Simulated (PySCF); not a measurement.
# C₆H₇BrO: excited-state relaxation

Programs: PySCF 2.14.0, with routines of our own; each step states its level. All values are computed. Atoms count from 0.

### Step 1. The starting structure

15 atoms, charge 0, multiplicity 1; geometry from: GFN2-xTB.

### Step 2. Geometry optimisation at B3LYP/def2-SV(P)

What the job is given:

```
{"job": {"xc": "B3LYP", "basis": "def2-SV(P)", "grid": 1, "kind": "geom"}, "charge": 0, "multiplicity": 1}
O     -1.789057    -0.014721     1.186837
C     -1.165835    -0.134343    -0.085346
C     -0.285416    -1.355037    -0.122468
C      1.015950    -1.288238     0.156917
C      1.663342    -0.025276     0.432552
C      0.997158     1.110692     0.228748
Br     1.827010     2.791711     0.540316
C     -0.386801     1.165246    -0.322940
H     -2.177321    -0.861244     1.432310
H     -1.950531    -0.220868    -0.856469
H     -0.776179    -2.301712    -0.296325
H      1.626834    -2.178036     0.189733
H      2.677926    -0.030874     0.798527
H     -0.329485     1.378354    -1.395618
H     -0.952008     1.972334     0.148865
```

Started as:

```console
$ OMP_NUM_THREADS=1 python excited_run.py task.json out
```

The driver reads the jobs from task.json and runs them one after another.

Q: Estimate the wall time and peak memory of this first job on 1 thread of Intel Xeon 6975P-C, shared host.

About 44 s, with a peak of 0.68 GiB.
